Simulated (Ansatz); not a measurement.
# TiPd (Pmma) in Ansatz: equation of state

Aim: energy against volume of TiPd in PBEsol, for its equilibrium volume and stiffness.

Program: Ansatz 0.2.0. These are calculated values, not measurements. Logs are shortened: lines on timing, memory, paths and dates and some standing lists are left out, and cuts for length are marked.

## Step 1: The structure

It takes space group Pmma (No. 51, orthorhombic). The conventional cell has a = 4.570 Å, b = 2.775 Å, c = 4.876 Å, α = 90.00°, β = 90.00°, γ = 90.00°. Around Pd (site symmetry mm2) lie 8 Ti at 2.73 to 2.87 Å and 4 Pd at 2.78 to 2.92 Å. Ti (site symmetry mm2) is surrounded by 8 Pd at 2.73 to 2.87 Å and 4 Ti at 2.78 to 3.02 Å.

The cell comes from a database or a generator and needn't be the stable form of this composition.

## Step 2: Equation of state, PBEsol

Potentials or basis: all-electron LAPW, scalar-relativistic.

No new run: the results of the series are fitted here.

Results:

* Equilibrium volume: 15.09 Å³/atom
* Bulk modulus at fixed shape and positions: 177 GPa
* Pressure derivative of the bulk modulus: 4.6

Energy against volume, from the lowest point:
```tsv
volume (Å³/atom)	energy (meV/atom)
14.533	12.27
14.842	2.29
15.151	0.00
15.460	4.57
15.770	15.26
16.079	31.40
16.388	52.40
```

Caveat: the cell was scaled at fixed shape and fractional positions, which overstates the stiffness of a crystal with free parameters, most of all of layers and chains.
